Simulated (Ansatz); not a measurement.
Write a Python script for the Ansatz DFT code, driven from Python that makes a calculation of the elastic constants of Pt, space group Im-3m. Use: PBEsol, PAW, the default cutoff (420 eV here), 19×19×19 k-points, Gaussian smearing of 0.1 eV.

```yaml
crystal:
  lattice:
    - [-1.58422, 1.58422, 1.58422]
    - [1.58422, -1.58422, 1.58422]
    - [1.58422, 1.58422, -1.58422]
  atoms:
    - { symbol: Pt, position: [0.00000, 0.00000, 0.00000] }
```

Script `pt_elastic.py`:
```python
"""Stiffness tensor and moduli of Pt."""

import ansatz
import numpy as np


def main() -> None:
    xtal = (
        ansatz.Lattice.bcc(3.16844)
        .space_group(229)
        .atom("Pt", (0.0, 0.0, 0.0))
        .primitive()
    )

    model = (
        xtal.calculation()
        .functional(ansatz.Functional.PBESOL)
        .occupations("Gaussian", width=0.1)
        .kpoints(19, 19, 19)
    )
    result = model.elastic("clamped_ion").run(threads=1, pin="off")
    elastic = result.elastic

    C = np.asarray(elastic.c_gpa)
    for i in range(6):
        for j in range(i, 6):
            if abs(C[i, j]) > 0.05:
                print(f"C{i + 1}{j + 1} = {C[i, j]:.1f} GPa")
    print("smallest eigenvalue of C:", round(elastic.stability.min_eigenvalue_gpa, 1), "GPa; tensor positive definite:", elastic.stability.min_eigenvalue_gpa > 0)
    # averaged moduli need a positive definite tensor
    if elastic.stability.min_eigenvalue_gpa > 0:
        m = elastic.moduli
        print(f"K = {m.k_hill_gpa:.1f}, G = {m.g_hill_gpa:.1f}, E = {m.youngs_gpa:.1f} GPa, Poisson ratio {m.poisson:.3f}, K/G = {m.k_hill_gpa / m.g_hill_gpa:.2f}")


if __name__ == "__main__":
    main()
```

`python pt_elastic.py` gives:
```text
DeckWarning: basis.ecutwfc = 420 eV, auto-derived from the records' recommended cutoffs: set by Pt (normal level)
C11 = 132.1 GPa
C12 = 257.1 GPa
C13 = 257.1 GPa
C22 = 132.1 GPa
C23 = 257.1 GPa
C33 = 132.1 GPa
C44 = 128.2 GPa
C55 = 128.2 GPa
C66 = 128.2 GPa
smallest eigenvalue of C: -125.0 GPa; tensor positive definite: False
```
(Warnings from the package without file and line.)

Reading the output:
- The cell isn't relaxed first, so the values belong to this volume.
- Spin-orbit coupling, which matters for elements this heavy, is left out.
- At these settings the cell as given stands under about -11 GPa, so it isn't at this functional's equilibrium volume.
- This isn't the structure that Pt takes at ambient conditions.
- Shear constants of a metal converge slowly with the k-point mesh and can be wrong in sign on a coarse one; the constants belong to the cell that was strained.
- Finished in 55 s on 1 thread of Arm Neoverse V2 (shared host), peak memory 0.54 GiB.

(A comment or docstring line of the script was reworded after the run, the code is as it ran.)
